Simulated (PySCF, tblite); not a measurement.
**C₄H₈NOSi₂ radical: geometry, infrared bands and EPR parameters**

What infrared bands and EPR parameters should C₄H₈NOSi₂ radical (`O=CC#C[SiH]NC[SiH3]`) show?

The runs use tblite 0.8.0 and PySCF 2.14.0, with density-fitted response routines of our own; the level of theory stands in each step. All values are computed, except where a source is named. Atoms count from 0, in the outputs and in this text.

## Step 1: The molecule as given

16 atoms, charge 0, multiplicity 2; geometry from: force field or distance geometry start.

Bonds of the start (Å): O0–C1 1.27, C1–C2 1.44, C2–C3 1.21, C3–Si4 1.83, Si4–N5 1.79, N5–C6 1.46, C6–Si7 1.87, C1–H8 1.07, Si4–H9 1.48, N5–H10 1.04, C6–H11 1.12, C6–H12 1.11, Si7–H13 1.46, Si7–H14 1.48, Si7–H15 1.47.

## Step 2: Relaxing the molecule with GFN2-xTB

The job: settings as JSON, then the geometry in Å.

```
{"job": {"kind": "relax", "xc": "GFN2-xTB", "basis": "xTB"}, "charge": 0, "multiplicity": 2}
O     -4.593100    -1.637000     0.946600
C     -4.396700    -0.420000     0.654200
C     -3.036300    -0.054100     0.333400
C     -1.918200     0.279900     0.022900
Si    -0.204600     0.734600    -0.421400
N      0.786000    -0.756600    -0.466800
C      1.731600    -0.728900     0.639300
Si     2.844200     0.765800     0.489900
H     -5.213600     0.269600     0.683700
H     -0.185200     1.355300    -1.761800
H      1.252200    -0.872000    -1.393900
H      1.219300    -0.775800     1.630600
H      2.355900    -1.648200     0.567200
H      3.765200     0.811100     1.616900
H      2.052500     2.019000     0.520800
H      3.533300     0.666200    -0.805400
```

On the command line:

```
$ OMP_NUM_THREADS=1 python probes_run.py task.json out
```

One launch serves the whole session: the jobs run in the order shown.

**Question.** This job is followed by: GFN2-xTB harmonic vibrations, gas phase; UKS B3LYP, pcH-1 on C H N O Si, non-relativistic, mean-field spin-orbit, GIAO. What will the session give for the following? strongest single infrared mode (GFN2-xTB); zero-point energy (GFN2-xTB); g(iso) (B3LYP); ⟨S²⟩; largest a(iso) (averaged by class); potential on the surface of density 0.002 e/bohr³, 1st and 99th percentile.

**Answer**, as computed:

```
                                                                  quantity                   value
                                 strongest single infrared mode (GFN2-xTB)   1613 cm⁻¹, 973 km/mol
                                              zero-point energy (GFN2-xTB)           63.8 kcal/mol
                                                            g(iso) (B3LYP)                 2.00383
                                                                      ⟨S²⟩      0.763 (exact 0.75)
                                        largest a(iso) (averaged by class)  29Si on Si4, -98.0 MHz
potential on the surface of density 0.002 e/bohr³, 1st and 99th percentile      -1.99 V and 2.15 V
```

In words: Relaxing lowered the energy by 1.029 eV in 250 steps; the close pair that moved most is Si4–N5, from 1.791 to 1.699 Å. All 42 modes are real, so the xTB geometry is a minimum. The strongest single mode, at 1613 cm⁻¹, moves mainly C1 and O0. Unscaled tight-binding wavenumbers are off by several per cent, some by more. Its intensities can rank the bands wrongly. Si4 carries the largest spin population, 0.54 e. The isotropic g lies 1.5 ppt above the free-electron value. These values are for one conformer; the search (at its own cheap level) found 2 more, at 0.86, 1.30 kcal/mol, and measured spectra average over such forms.
